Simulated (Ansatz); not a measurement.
# TaWC2 (R-3m) in Ansatz: a series of runs

One crystal, TaWC2, is run at these levels: PBEsol; tasks: density of states, phonons.

Everything below comes from runs of Ansatz 0.2.0. Logs are shortened: lines on timing, memory, paths and dates and some standing lists are left out, and cuts for length are marked.

### Step 1. Starting point

It takes space group R-3m (No. 166, trigonal). The conventional cell has a = 3.144 Å, b = 3.144 Å, c = 15.305 Å, α = 90.00°, β = 90.00°, γ = 120.00°. W (site symmetry -3m) is surrounded by 6 C at 2.21 Å. Around Ta (site symmetry -3m) lie 6 C at 2.23 Å. C (site symmetry 3m) has 3 W at 2.21 Å and 3 Ta at 2.23 Å as nearest neighbours.

The cell comes from a database or a generator and needn't be the stable form of this composition.

### Step 2. Density of states, PBEsol

Input file input.yaml:

```yaml
crystal:
  lattice:
    - [1.5718551461, 0.9075109917, 5.1016196719]
    - [-1.5718551461, 0.9075109917, 5.1016196719]
    - [0.0, -1.8150219835, 5.1016196719]
  atoms:
    - { symbol: W, position: [0.0, 0.0, 0.0] }
    - { symbol: Ta, position: [0.5, 0.5, 0.5] }
    - { symbol: C, position: [0.250933, 0.250933, 0.250933] }
    - { symbol: C, position: [0.749067, 0.749067, 0.749067] }
kpoints:
  mp_grid: { grid: [10, 10, 10] }
scf:
  occupations: { method: fermi_dirac, width: 0.05 }
hamiltonian:
  xc: pbesol
  pseudopotentials: { kind: all_electron, datasets: crystal }
output:
  forces: true
  stress: true
  eigenvalues: true
  dos: { projected: false, de: 0.2, e_range: [-10, 6] }
```

Potentials or basis: all-electron PAW datasets made for the crystal.

On the command line:

```sh
> ansatz run input.yaml --threads 2 --pin off --max-ram 8192MiB --backend cpu --events-out ev --progress --plain --runs-dir out
```

Log:

```text
Warning: RAYON_NUM_THREADS=2 ignored (pool sized by the plan → 2); use --threads N
basis.fft_grid_basis auto: the FFT boxes are laid along the combinations [[1, 0, -1], [0, 1, -1], [0, 0, 1]] of the cell's own vectors, 3.144, 3.144 and 5.415 Å long. The dense box has 24×24×40 points. Along the cell's own vectors, as sized, it would have 40×40×40, 2.78 times as many. Of the 12 symmetry operations that the crystal satisfies within crystal.symmetry.tolerance (time reversal apart; of a slab, those that keep its plane) the dense box along the cell's own vectors carries 12, and the one as laid loses 8 of those. basis.fft_grid_basis: typed keeps the cell's own vectors: state it where this run's energies or levels are differenced outside the engine with another run's, or held beside a run that keeps those vectors.
hamiltonian.pseudopotentials.datasets: crystal makes datasets for this crystal and solves the spheres of its atoms anew in each pass: cutoff 480.0 eV, the density's 1920.0 eV; for an error of 0.50 meV an atom under PBE, 2.0 meV for the cell; an energy difference from a run of another recipe may be off by several times the error for the cell, under r2SCAN by more, where some 0.1 meV an atom stays at smaller errors; C in spheres of 0.868 Å, 4 of its electrons in bands; Ta in spheres of 1.355 Å, 27 of its electrons in bands; W in spheres of 1.339 Å, 28 of its electrons in bands
band count auto-derived: 43 (N_el = 63.0; filled up to band 32; 38 by the electrons, moments and atoms)
Engine: ansatz 0.2.0, aarch64-unknown-linux-gnu
Pseudopotentials: kind: all_electron
Pseudopotential: W, paw, valence charge 28, recommended cutoff 480 eV (normal), crystal/all_electron/pbesol/scalar/gaussian/W, Koelling and Harmon's equation, gaussian nucleus
Pseudopotential: Ta, paw, valence charge 27, recommended cutoff 480 eV (normal), crystal/all_electron/pbesol/scalar/gaussian/Ta, Koelling and Harmon's equation, gaussian nucleus
Pseudopotential: C, paw, valence charge 4, recommended cutoff 480 eV (normal), crystal/all_electron/pbesol/scalar/gaussian/C, Koelling and Harmon's equation, gaussian nucleus
Functional definition: PBEsol
  exchange = pbesol_x
  correlation = pbesol_c
Crystal: 4 atoms, lattice volume = 43.664 Å³
Basis set: ecut = 480 eV, 1057 PW (Γ), FFT grids on a1−a3, a2−a3, a3, exchange–correlation on 48×48×80 points (8 copies of the dense FFT grid, shifted against one another)
Bands: 43, of which v1, the nominal top of the filled ones, is band 32 counted from 1 (31 counted from 0)
Symmetry: 12 space group operations
Space group: R-3m (ITA 166), of the structure as read, at distance tolerance 3.5e-5 Å
k-points: 116 of 1000
Non-local potential: W, projectors of the file, l = 0: 2, l = 1: 2, l = 2: 2, l = 3: 2
Non-local potential: Ta, projectors of the file, l = 0: 2, l = 1: 2, l = 2: 1, l = 3: 2
Non-local potential: C, projectors of the file, l = 0: 1, l = 1: 1
PAW form: soft (Blöchl's): semilocal exchange-correlation on the pseudo side does not see the compensation charge
PAW one-centre angular grid: W, 590 points (default); XC on its mesh's 1813 points in the sphere
PAW one-centre angular grid: Ta, 590 points (default); XC on its mesh's 1819 points in the sphere
PAW one-centre angular grid: C, 110 points (default); XC on its mesh's 1923 points in the sphere
Initial density: superposition of atomic densities (neutral atoms: chi_scale 0, normalization atom)
Initial wavefunctions: pseudopotential atomic-orbital guess
Functional: x = pbesol(κ = 0.804, μ = 0.12345679012345678), c = pbesol(β = 0.046)
iter 1 solved again at ethr=4.10e-2 eV; its pass at ethr=1.00e-1 eV (dr2=2.58e1 eV) is discarded
SCF iter   1: F=—  HF=-865589.977083 eV  |F-HF|=—  |Δ(HF+E_count)|=         —  Δρ=2.01e-1  dr2=2.56e1  ethr=4.10e-2  ⟨swp⟩=2.0  Hψ=23970  notcnv=0
preconditioner: auto → Kerker (q_TF=auto, 2.900 Å⁻¹)  [metal: Δε(μ)=0.046 eV  Ē_g=25.795 eV  σ=0.050 eV  W_gap=0.22  n_scr=22 (ndim 8)  ℏωp=43.2 eV  f_vac=0.000  D(μ)=1.57/eV (n_scr^D=16)]
SCF iter   2: F=—  HF=-865584.743303 eV  |F-HF|=—  |Δ(HF+E_count)|=    5.23e0  Δρ=8.18e-2  dr2=4.24e0  ethr=4.07e-2  ⟨swp⟩=3.0  Hψ=10259  notcnv=0
iter 3 solved again at ethr=3.40e-4 eV; its pass at ethr=6.72e-3 eV (dr2=2.14e-1 eV) is discarded
SCF iter   3: F=—  HF=-865583.444423 eV  |F-HF|=—  |Δ(HF+E_count)|=    1.30e0  Δρ=2.69e-2  dr2=2.15e-1  ethr=3.40e-4  ⟨swp⟩=2.3  Hψ=20615  notcnv=0  defer=17
SCF iter   4: F=—  HF=-865583.467936 eV  |F-HF|=—  |Δ(HF+E_count)|=   2.35e-2  Δρ=1.98e-2  dr2=1.11e-1  ethr=3.40e-4  ⟨swp⟩=3.1  Hψ=10318  notcnv=0  defer=11
SCF iter   5: F=—  HF=-865583.531514 eV  |F-HF|=—  |Δ(HF+E_count)|=   6.36e-2  Δρ=4.75e-3  dr2=9.89e-3  ethr=1.76e-4  ⟨swp⟩=3.1  Hψ=13385  notcnv=0  defer=4
SCF iter   6: F=—  HF=-865583.530392 eV  |F-HF|=—  |Δ(HF+E_count)|=   1.12e-3  Δρ=1.58e-3  dr2=9.09e-4  ethr=1.57e-5  ⟨swp⟩=3.0  Hψ=10546  notcnv=0  defer=2
SCF iter   7: F=—  HF=-865583.531923 eV  |F-HF|=—  |Δ(HF+E_count)|=   1.53e-3  Δρ=7.51e-4  dr2=2.61e-4  ethr=1.44e-6  ⟨swp⟩=3.0  Hψ=11224  notcnv=0  defer=1
SCF iter   8: F=—  HF=-865583.531873 eV  |F-HF|=—  |Δ(HF+E_count)|=   4.97e-5  Δρ=5.46e-4  dr2=2.31e-4  ethr=4.14e-7  ⟨swp⟩=3.0  Hψ=11142  notcnv=0  defer=1
SCF iter   9: F=—  HF=-865583.531784 eV  |F-HF|=—  |Δ(HF+E_count)|=   8.87e-5  Δρ=1.96e-4  dr2=2.47e-5  ethr=3.66e-7  ⟨swp⟩=2.1  Hψ=10284  notcnv=0  defer=2
SCF iter  10: F=—  HF=-865583.531758 eV  |F-HF|=—  |Δ(HF+E_count)|=   2.65e-5  Δρ=6.97e-5  dr2=4.17e-6  ethr=3.92e-8  ⟨swp⟩=2.9  Hψ=8931  notcnv=0  defer=1
SCF iter  11: F=—  HF=-865583.531757 eV  |F-HF|=—  |Δ(HF+E_count)|=   1.00e-6  Δρ=2.32e-5  dr2=6.96e-7  ethr=6.61e-9  ⟨swp⟩=2.3  Hψ=8751  notcnv=0  defer=1
SCF iter  12: F=-865583.531757 eV  HF=-865583.531757 eV  |F-HF|=5.75e-8  |Δ(HF+E_count)|=   1.33e-7  Δρ=6.91e-6  dr2=7.15e-8  ethr=1.10e-9  ⟨swp⟩=2.8  Hψ=8866  notcnv=0  defer=1
SCF 1 converged in 12 iterations: F = -865583.531756 eV  dr2 = 7.15e-8
  Residual-converged pass: ⟨swp⟩=3.2  Hψ=9658  notcnv=0  max |occ|·‖R‖ = 6.6e-6 eV (tolerance 6.7e-6 eV)  dr2=7.11e-8  dr2_onsite=1.84e-8  max |Δocc| = 6.4e-10
SCF converged after 12 iterations
Free energy (F): -865583.531756 eV
Harris-Foulkes:  -865583.531756 eV  (|F-HF|=5.75e-8)
Internal energy: -865583.516899 eV  (E = F + TS)
E sigma→0 (E₀):  -865583.524328 eV
Entropy (-TS):   -0.014858 eV (-3.714 meV/atom)
Past the cutoff: the bands carry plane waves up to 1.75 times it, of which those up to 1.5 times it add -0.000235 eV an atom, each by itself; the spheres take 0.000189 eV an atom off the energy for waves past 1.75 times it
By the cutoff:   a pressure is off by up to 0.007 GPa (1.2 times the spheres' own share and the shells' term, over an atom's volume, and 0.004 GPa: a bound that held against runs at twice the plane waves)
Past the cutoffs: a stress includes 0.0039 GPa for waves and charges beyond them, in addition to the slope of what the spheres take
In the spheres:  the bands' charges fall short by 9.2e-7 e at most (sound up to 1e-3)
Fermi energy:    25.514447 eV
--- Per-component energies (eV) ---
  E_band       = 47.138577
  E_kinetic    = 747.950571
  E_local      = -8210.303903  (includes V_loc(G=0)·N_el)
  E_nonlocal   = -5663.033494
  E_hartree    = 4303.740000
  E_xc         = -277.109974
  E_vxc        = -362.158337  (∫ρ·V_xc dr)
  E_paw        = -883154.241530  (= ΣΔE_a)
  E_vpaw       = -34012.981608  (= ΣTr[D̂ρ^β])
  E_ewald      = -12270.700582
  E_smearing   = -0.014858  (= −TS)
  E_closure    = 38940.182012  (closes the sum)
  Σ components = -865583.531756   (vs F -865583.531756, Δ=0.00e0)
  The terms above E_closure are by the made datasets' own strengths, without shells solved beside the bands.
--- Forces (eV/Å), atoms counted from 1 ---
  atom   1  W     -0.00000000    -0.00000000     0.00000000
  atom   2  Ta     0.00000000    -0.00000000    -0.00000000
  atom   3  C     -0.00000000    -0.00000000     0.07590202
  atom   4  C      0.00000000     0.00000000    -0.07590202
  max |Σ_I F_I| component: 1.39e-17 eV/Å
--- Stress (GPa, compression-positive) ---
      -10.908369      -0.000000       0.000000
        0.000000     -10.908369      -0.000000
        0.000000      -0.000000     -10.793504
  P = ⅓ Tr σ = -10.8701 GPa (-108.701 kbar)
--- Band table (eV; the first three rows and the last of 116) ---
  k-point 0: bands = ["-49.6910", "-43.3942", "-13.9995", "-13.8059", "-13.8059", "-10.0646", "-9.7023", "-9.7023", "-3.9817", "-3.9604", "-3.9604", "-3.9544", "-3.9386", "-3.9386", "-3.9372", "4.7878", "4.8020", "4.8020", "4.8038", "4.8144", "4.8144", "4.8532", "10.2919", "14.8382", "16.3065", "19.4460", "19.4460", "23.3376", "23.3376", "23.4680", "24.7458", "24.7458", "24.8038", "25.2855", "25.2855", "27.4467", "27.4467", "28.4944", "30.5191"]
  k-point 1: bands = ["-49.6891", "-43.3912", "-13.9914", "-13.8439", "-13.8147", "-10.0582", "-9.7577", "-9.7147", "-3.9805", "-3.9605", "-3.9599", "-3.9558", "-3.9392", "-3.9387", "-3.9367", "4.7900", "4.8015", "4.8034", "4.8061", "4.8126", "4.8140", "4.8501", "10.5435", "14.5873", "16.6205", "19.5859", "19.6153", "22.5015", "22.8611", "22.9157", "23.5110", "24.7083", "25.3316", "26.1487", "26.9921", "27.3603", "27.5348", "28.2366", "31.4019"]
  k-point 2: bands = ["-49.6840", "-43.3833", "-13.9702", "-13.9423", "-13.8377", "-10.0413", "-9.9004", "-9.7473", "-3.9774", "-3.9608", "-3.9594", "-3.9584", "-3.9409", "-3.9390", "-3.9354", "4.7936", "4.8016", "4.8070", "4.8080", "4.8128", "4.8131", "4.8422", "11.2371", "14.1268", "17.3476", "19.8662", "19.9430", "20.5995", "21.7677", "22.1764", "23.5498", "25.2516", "26.1957", "26.6100", "26.9453", "27.7980", "27.9882", "29.5750", "31.8241"]
  k-point 115: bands = ["-49.6910", "-43.3944", "-13.9806", "-13.8057", "-13.8057", "-10.1009", "-9.7027", "-9.7027", "-3.9817", "-3.9605", "-3.9605", "-3.9544", "-3.9387", "-3.9387", "-3.9373", "4.7877", "4.8016", "4.8016", "4.8036", "4.8140", "4.8140", "4.8532", "11.7892", "12.0203", "19.7301", "20.0064", "20.5472", "20.5472", "21.1829", "21.1829", "24.5546", "24.5546", "25.7086", "25.7086", "25.7528", "26.2249", "30.3711", "30.3711", "30.9578"]
```

It took 40 s on 2 threads of Arm Neoverse V2, shared host; peak memory 1.6 GiB.

What came out:

| Item | Value |
| --- | --- |
| Free energy | -865583.5318 eV |
| Pressure | -10.9 GPa |
| Largest force | 0.076 eV/Å |
| Band gap on the k mesh | none (metal or under the smearing width) |

Forces in eV/Å, atoms in the order of the input:
```
W    0.000  0.000  0.000
Ta   0.000  0.000  0.000
C    0.000  0.000  0.076
C    0.000  0.000 -0.076
```

Levels at points of the mesh, in eV from the Fermi level:
```tsv
k point	band 30	band 31	band 32	band 33	band 34	band 35
(0.00, 0.00, 0.00)	-2.05	-0.77	-0.77	-0.71	-0.23	-0.23
(0.00, 0.00, -0.50)	-4.42	-1.27	-0.73	1.45	2.14	3.11
(0.00, -0.50, -0.50)	-2.15	-2.09	1.21	1.64	1.80	2.54
(-0.50, -0.50, -0.50)	-4.33	-0.96	-0.96	0.19	0.19	0.24
```

States per cell in windows of 0.5 eV (zero at the Fermi level; states under -8 eV left out):
```
from (eV)  total
     -8.0   0.70
     -7.5   0.74
     -7.0   0.75
     -6.5   0.75
     -6.0   2.18
     -5.5   3.04
     -5.0   1.28
     -4.5   0.87
     -4.0   0.62
     -3.5   0.40
     -3.0   0.22
     -2.5   0.37
     -2.0   0.65
     -1.5   0.60
     -1.0   0.60
     -0.5   0.71
      0.0   0.95
      0.5   1.12
      1.0   1.52
      1.5   1.54
      2.0   1.47
      2.5   1.32
      3.0   1.85
      3.5   0.98
      4.0   0.70
      4.5   0.46
      5.0   0.50
      5.5   0.97
```

Caveat: the program warned that the printed levels may be off, so bands, gaps and densities of states are rough; the density of states is complete only up to the lowest level of the last band computed. Spin-orbit coupling is left out, which matters for the levels of Ta, W.

### Step 3. Phonons, PBEsol

Changes to input.yaml since step 2:

```diff
@@ -16,7 +16,6 @@
   xc: pbesol
-  pseudopotentials: { kind: all_electron, datasets: crystal }
-output:
-  forces: true
-  stress: true
-  eigenvalues: true
-  dos: { projected: false, de: 0.2, e_range: [-10, 6] }
+  pseudopotentials: { kind: all_electron, lapw: { basis_error: 0.002 } }
+output: {}
+phonons:
+  method: fd
+  supercell: [1, 1, 1]
```

Potentials or basis: all-electron LAPW, scalar-relativistic.

On the command line:

```sh
> ansatz run input.yaml --threads 2 --pin off --max-ram 8192MiB --backend cpu --events-out ev --progress --plain --runs-dir out
```

Log:

```text
Warning: RAYON_NUM_THREADS=2 ignored (pool sized by the plan → 2); use --threads N
LAPW: plane waves up to 9.236 Å⁻¹, error target 2.0e-3 eV per atom; small_component_spin mean_spin; C in spheres of 0.876 Å, 6 of its electrons in bands, Dirac shells []; Ta in spheres of 1.279 Å, 43 of its electrons in bands, Dirac shells []; W in spheres of 1.268 Å, 44 of its electrons in bands, Dirac shells [] (how accurate: hamiltonian.pseudopotentials.lapw.basis_error, Limitations)
[... 2 set-up lines as earlier in the session ...]
Pseudopotential: W, LAPW, valence charge 44, lapw/all_electron/scalar/gaussian/W, Koelling and Harmon's equation, gaussian nucleus
Pseudopotential: Ta, LAPW, valence charge 43, lapw/all_electron/scalar/gaussian/Ta, Koelling and Harmon's equation, gaussian nucleus
Pseudopotential: C, LAPW, valence charge 6, lapw/all_electron/scalar/gaussian/C, Koelling and Harmon's equation, gaussian nucleus
[... 3 set-up lines as earlier in the session ...]
Crystal: 4 atoms, lattice volume = 43.664 Å³
Basis set: ecut = 324.99377163425777 eV, 555 PW (Γ), FFT grids on a1−a3, a2−a3, a3, exchange–correlation at level 2
Bands: 60, of which v1, the nominal top of the filled ones, is band 50 counted from 1 (49 counted from 0)
[... 1 set-up line as earlier in the session ...]
[... 103 lines left out ...]
  atom   2  Ta     0.00000000     0.00000000    -0.00000000
  atom   3  C      0.00000000    -0.00000000     0.07591501
  atom   4  C      0.00000000     0.00000000    -0.07591501
  max |Σ_I F_I| component: 2.63e-31 eV/Å
--- Band table (eV; the first three rows and the last of 116) ---
  k-point 0: bands = ["-393.3102", "-393.3102", "-393.2907", "-370.3424", "-370.3265", "-370.3265", "-239.4446", "-239.4446", "-208.6051", "-208.6051", "-208.5842", "-208.5842", "-208.5778", "-192.1171", "-192.1163", "-192.1163", "-192.1005", "-192.1005", "-49.6911", "-43.3941", "-13.9992", "-13.8061", "-13.8061", "-10.0649", "-9.7019", "-9.7019", "-3.9822", "-3.9603", "-3.9603", "-3.9550", "-3.9380", "-3.9380", "-3.9365", "4.7879", "4.8022", "4.8022", "4.8045", "4.8142", "4.8142", "4.8542", "10.2918", "14.8381", "16.3065", "19.4461", "19.4461", "23.3377", "23.3377", "23.4681", "24.7461", "24.7461", "24.8041", "25.2856", "25.2856", "27.4468", "27.4468", "28.4945", "30.5191", "31.8765", "34.7889", "34.7889"]
  k-point 1: bands = ["-393.3102", "-393.3102", "-393.2907", "-370.3424", "-370.3265", "-370.3265", "-239.4446", "-239.4446", "-208.6051", "-208.6051", "-208.5842", "-208.5842", "-208.5778", "-192.1171", "-192.1163", "-192.1163", "-192.1005", "-192.1005", "-49.6891", "-43.3911", "-13.9911", "-13.8441", "-13.8149", "-10.0584", "-9.7574", "-9.7144", "-3.9811", "-3.9605", "-3.9598", "-3.9563", "-3.9387", "-3.9381", "-3.9360", "4.7900", "4.8017", "4.8036", "4.8069", "4.8125", "4.8138", "4.8511", "10.5434", "14.5872", "16.6205", "19.5860", "19.6153", "22.5016", "22.8612", "22.9157", "23.5111", "24.7084", "25.3317", "26.1488", "26.9922", "27.3604", "27.5349", "28.2367", "31.4019", "32.3890", "33.9971", "34.4726"]
  k-point 2: bands = ["-393.3102", "-393.3102", "-393.2907", "-370.3424", "-370.3265", "-370.3265", "-239.4446", "-239.4446", "-208.6051", "-208.6051", "-208.5842", "-208.5842", "-208.5778", "-192.1171", "-192.1163", "-192.1163", "-192.1005", "-192.1005", "-49.6840", "-43.3831", "-13.9699", "-13.9425", "-13.8379", "-10.0415", "-9.9000", "-9.7469", "-3.9780", "-3.9608", "-3.9600", "-3.9584", "-3.9404", "-3.9384", "-3.9346", "4.7936", "4.8018", "4.8072", "4.8079", "4.8127", "4.8139", "4.8431", "11.2370", "14.1267", "17.3477", "19.8662", "19.9431", "20.5996", "21.7678", "22.1765", "23.5499", "25.2517", "26.1957", "26.6100", "26.9455", "27.7981", "27.9882", "29.5751", "31.8242", "33.7443", "33.8569", "33.8777"]
  k-point 115: bands = ["-393.3102", "-393.3102", "-393.2907", "-370.3424", "-370.3265", "-370.3265", "-239.4446", "-239.4446", "-208.6051", "-208.6051", "-208.5842", "-208.5842", "-208.5778", "-192.1171", "-192.1163", "-192.1163", "-192.1005", "-192.1005", "-49.6910", "-43.3942", "-13.9803", "-13.8059", "-13.8059", "-10.1011", "-9.7024", "-9.7024", "-3.9822", "-3.9604", "-3.9604", "-3.9550", "-3.9381", "-3.9381", "-3.9365", "4.7878", "4.8018", "4.8018", "4.8043", "4.8139", "4.8139", "4.8542", "11.7891", "12.0203", "19.7301", "20.0064", "20.5472", "20.5472", "21.1830", "21.1830", "24.5545", "24.5545", "25.7087", "25.7087", "25.7529", "26.2248", "30.3711", "30.3711", "30.9579", "30.9579", "33.7802", "33.8687"]
--- Phonons: 4 displaced members + reference (amplitude 0.01 Å, Σ member SCF iterations 38) ---
  symmetry images taken by strict's conditions (phonons.symmetry_images: auto; settled by no image being taken that strict refuses)
  ASR residual: 5.356e-3 → 0.000e0 eV/Å²; symmetrization residual: 1.569e-3 eV/Å²
  largest component of a force at the reference: 7.6e-2 eV/Å
  ASR residual per site (eV/Å²): 5.36e-3 1.60e-3 1.02e-3 1.02e-3
  Γ frequencies (cm⁻¹): 0.00 0.00 0.00 49.47 49.47 77.82 413.59 463.39 463.39 602.93 602.93 659.77
  density of states and harmonic sums: on the 23×23×23 q-mesh, interpolated from the force constants of a 1×1×1 supercell (no non-analytic term)
  largest difference from the sums on the solved wave vectors: F 4.86e-1 eV, S 7.44e-4 and C_V 2.58e-4 eV/K
  zero-point energy: 0.228299 eV/cell   skipped modes (ω ≤ 0): 3   left out of the sums: 2.05e-5 of the cell's modes: C_V's classical limit lies that fraction below 3 k_B per atom; for a crystal, a wire or a layer, F and S can be off by more, and a phonons.interpolated_qmesh denser along its periods is the remedy for the sampling
```

It took 15 min on 2 threads of Arm Neoverse V2, shared host; peak memory 1.7 GiB.

What came out:

- Free energy: -865583.5293 eV
- Largest force: 0.076 eV/Å
- Band gap on the k mesh: none (metal or under the smearing width)
- Highest phonon frequency at Γ: 660 cm⁻¹

Forces on the atoms (eV/Å):
```
W    0.000  0.000  0.000
Ta   0.000  0.000  0.000
C    0.000  0.000  0.076
C    0.000  0.000 -0.076
```

Phonon frequencies in cm⁻¹ (negative: imaginary):
```tsv
q point	frequencies
(0.000, 0.000, 0.000)	0 0 0 49 49 78 414 463 463 603 603 660
```

Caveat: a metal's response needs a denser mesh. The run has no spin-orbit coupling, so splittings on Ta, W are missing.
